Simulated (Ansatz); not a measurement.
## GaGe in Ansatz: the effect of functional

GaGe:

```
CELL_PARAMETERS angstrom
0.00000 2.95468 2.95468
2.95468 0.00000 2.95468
2.95468 2.95468 0.00000
ATOMIC_POSITIONS crystal
Ge 0.00000 0.00000 0.00000
Ga 0.25000 0.25000 0.25000
```

The cell comes from a database or a generator and needn't be the stable form of this composition.

The cell isn't the ideal one: volume scaled by 1.06.

Alike in all runs:

```yaml
Program: Ansatz 0.2.0
Task: single point
Potentials_or_basis: Ansatz PAW
k_mesh: 8 × 8 × 8
Occupations: fermi-dirac, width 0.05 eV
Spin: no spin polarisation
```

Q: One run gave: pressure -6.1 GPa. Which functional did it use?
A. LDA
B. r2SCAN
C. PBEsol

A: A.

```tsv
functional	cutoff	pressure (GPa)
LDA	420 eV (not typed: the program's choice for these potentials)	-6.1
PBEsol	420 eV (not typed: the program's choice for these potentials)	-4.6
r2SCAN	500 eV (not typed: the program's choice for these potentials)	-4.6
```

Caveats: the PAW data sets come from PBE, with cores solved anew for the run's functional, which leaves a small shift of forces and pressure.

Runs at the PBE level aren't shown here.
